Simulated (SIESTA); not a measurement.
## SiF in SIESTA: the effect of target pressure

The system is SiF.

```
CELL_PARAMETERS angstrom
3.02860 0.00000 0.00000
0.00000 3.02860 0.00000
0.00000 0.00000 3.02860
ATOMIC_POSITIONS crystal
Si 0.50000 0.50000 0.50000
F 0.00000 0.00000 0.00000
```

The cell was built by a generator and needn't be a form met in nature.

Alike in all runs:

```yaml
Program: SIESTA 5.4.2
Task: relaxation of cell and atoms
Functional: PBE
Potentials_or_basis: PseudoDojo 0.4 standard (PBE files)
Basis: DZP (energy shift 0.003 Ry)
Grid_cutoff: 800 Ry
Energy_shift: 0.003 Ry
k_mesh: 9 × 9 × 9
Occupations: fermi-dirac, width 0.05 eV
Spin: no spin polarisation
```

Each run relaxes the cell or the atoms first.

```csv
target pressure,target pressure,relaxed volume (Å³/atom)
0 GPa,-,13.92
2 GPa,2 GPa,13.57
5 GPa,5 GPa,13.14
10 GPa,10 GPa,12.55
20 GPa,20 GPa,11.67
30 GPa,30 GPa,?
```

Task: What does the run with target pressure 30 GPa give?

Result: Relaxed volume 11.02 Å³/atom.

Worked out: In Murnaghan's law V^(-B') rises as a straight line in P. The other rows fit best with B' = 4.1, V0 = 13.91 Å³/atom and B0 = 78 GPa, which gives 11.04 Å³/atom at 30 GPa, against the run's 11.02.

Caveats: the basis of atomic orbitals isn't converged, which shifts pressures, moduli and gaps; an odd number of electrons without spin polarisation forces a metal; a magnetic or distorted state may lie lower; the volume moved by over 15 % at a fixed basis, so the end points are rough (some runs).
